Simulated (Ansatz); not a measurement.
# C2H9BSSi: the cost of one run

Program: Ansatz 0.2.0. Level of theory: RKS LDA/6-31G. These are calculated values, not measurements.

## (1) The system as given

Bond lengths: B1–Si2 1.881 Å, Si2–C3 1.840 Å, Si2–C4 1.854 Å, C4–S5 1.804 Å, B1–H6 1.245 Å, B1–H7 1.190 Å, Si2–H8 1.450 Å, C3–H9 1.151 Å, C3–H10 1.089 Å, C3–H11 1.141 Å, C4–H12 1.163 Å, C4–H13 1.041 Å, S5–H14 1.423 Å. Angles (14 of 22 angles, heavy atoms first): B1–Si2–C3 108.5°, B1–Si2–C4 111.7°, C3–Si2–C4 108.0°, Si2–C4–S5 113.1°, B1–Si2–H8 110.0°, C3–Si2–H8 107.6°, C4–Si2–H8 111.0°, Si2–B1–H6 121.2°, Si2–B1–H7 123.2°, Si2–C3–H9 111.0°, Si2–C3–H10 112.3°, Si2–C3–H11 109.6°, Si2–C4–H12 106.4°, Si2–C4–H13 111.1°.

Coordinates:

```xyz
14

B    -1.1433    1.4099   -0.4385
Si   -0.2362    0.1612    0.6363
C     1.5468    0.6149    0.6818
C    -0.3718   -1.5573   -0.0455
S     0.3002   -1.7120   -1.7125
H    -2.0555    2.1185    0.0267
H    -0.8754    1.6031   -1.5818
H    -0.7379    0.2212    1.9956
H     1.7000    1.6369    1.1892
H     1.9976    0.6215   -0.3093
H     2.1144   -0.1321    1.3310
H    -1.5068   -1.8090   -0.0779
H     0.0083   -2.2565    0.6249
H    -0.7534   -0.9497   -2.2910
```

## (2) Relaxing end A

File input.yaml:

```yaml
crystal:
  periodic: [false, false, false]
  atoms:
    - { symbol: B, position_ang: [-1.1433, 1.4099, -0.4385] }
    - { symbol: Si, position_ang: [-0.2362, 0.1612, 0.6363] }
    - { symbol: C, position_ang: [1.5468, 0.6149, 0.6818] }
    - { symbol: C, position_ang: [-0.3718, -1.5573, -0.0455] }
    - { symbol: S, position_ang: [0.3002, -1.712, -1.7125] }
    - { symbol: H, position_ang: [-2.0555, 2.1185, 0.0267] }
    - { symbol: H, position_ang: [-0.8754, 1.6031, -1.5818] }
    - { symbol: H, position_ang: [-0.7379, 0.2212, 1.9956] }
    - { symbol: H, position_ang: [1.7, 1.6369, 1.1892] }
    - { symbol: H, position_ang: [1.9976, 0.6215, -0.3093] }
    - { symbol: H, position_ang: [2.1144, -0.1321, 1.331] }
    - { symbol: H, position_ang: [-1.5068, -1.809, -0.0779] }
    - { symbol: H, position_ang: [0.0083, -2.2565, 0.6249] }
    - { symbol: H, position_ang: [-0.7534, -0.9497, -2.291] }
basis:
  gaussian: { orbitals: "6-31G" }
hamiltonian:
  xc: lda
relax:
  f_tol: 0.02
  max_steps: 50
```

Started as:

```console
$ ansatz run input.yaml --threads 1 --pin off --max-ram 2048MiB --backend cpu --events-out ev --progress --plain --runs-dir out
```

Q: Estimate wall time and peak memory on 1 thread of an x86-64 CPU, shared host.

About 42 s, with a peak of 0.18 GiB.
